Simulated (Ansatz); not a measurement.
# Zr2Ge: the cost of one run

Computed with Ansatz 0.2.0 (DFT PBE, scalar-relativistic, plane waves, PAW, unless a step's input says otherwise).

### Step 1. The starting structure

It takes space group I4_1/amd (No. 141, tetragonal). Conventional cell: a = 4.371 Å, b = 4.371 Å, c = 10.987 Å, α = 90.00°, β = 90.00°, γ = 90.00°. Zr (site symmetry 2mm) is surrounded by 3 Ge at 2.24 to 2.27 Å. Ge (site symmetry -4m2) is surrounded by 6 Zr at 2.24 to 2.27 Å.

As a file:

```cif
data_structure
_symmetry_space_group_name_H-M 'I4_1/amd:1'
_symmetry_Int_Tables_number 141
_cell_length_a 4.3711
_cell_length_b 4.3711
_cell_length_c 10.9872
_cell_angle_alpha 90.000
_cell_angle_beta 90.000
_cell_angle_gamma 90.000
_cell_volume 209.93
loop_
_atom_site_label
_atom_site_type_symbol
_atom_site_symmetry_multiplicity
_atom_site_Wyckoff_symbol
_atom_site_fract_x
_atom_site_fract_y
_atom_site_fract_z
_atom_site_occupancy
Zr1 Zr 8 e 0.00000 0.00000 0.20660 1
Ge1 Ge 4 a 0.00000 0.00000 0.00000 1
```

(A quick probe on a coarse mesh, which set the mesh and smearing, is not shown.)

### Step 3. Rough relaxation on the coarse mesh

The input, input.yaml:

```yaml
crystal:
  lattice:
    - [-2.1855446733, 2.1855446733, 5.4935989491]
    - [2.1855446733, -2.1855446733, 5.4935989491]
    - [2.1855446733, 2.1855446733, -5.4935989491]
  atoms:
    - { symbol: Zr, position: [0.2066, 0.2066, 0.0] }
    - { symbol: Zr, position: [0.9566, 0.4566, 0.5] }
    - { symbol: Zr, position: [0.5434, 0.0434, 0.5] }
    - { symbol: Zr, position: [0.7934, 0.7934, 0.0] }
    - { symbol: Ge, position: [0.0, 0.0, 0.0] }
    - { symbol: Ge, position: [0.75, 0.25, 0.5] }
basis:
  ecutwfc: 420
kpoints:
  mp_grid: { grid: [6, 6, 6] }
hamiltonian:
  xc: pbe
scf:
  occupations: { method: gaussian, width: 0.1 }
  lower_state_search: "off"
output:
  forces: true
  stress: true
  eigenvalues: true
relax:
  adjacent_minimum: "off"
  f_tol: 0.04
  max_steps: 70
  cell: { stress_tol: 0.4 }
```

Launch:

```console
> ansatz run input.yaml --threads 1 --pin off --max-ram 2560MiB --backend cpu --events-out ev --progress --plain --runs-dir out
```

What time and memory should one allow on 1 thread of Arm Neoverse V2, shared host?

About 3.4 min, with a peak of 0.47 GiB.
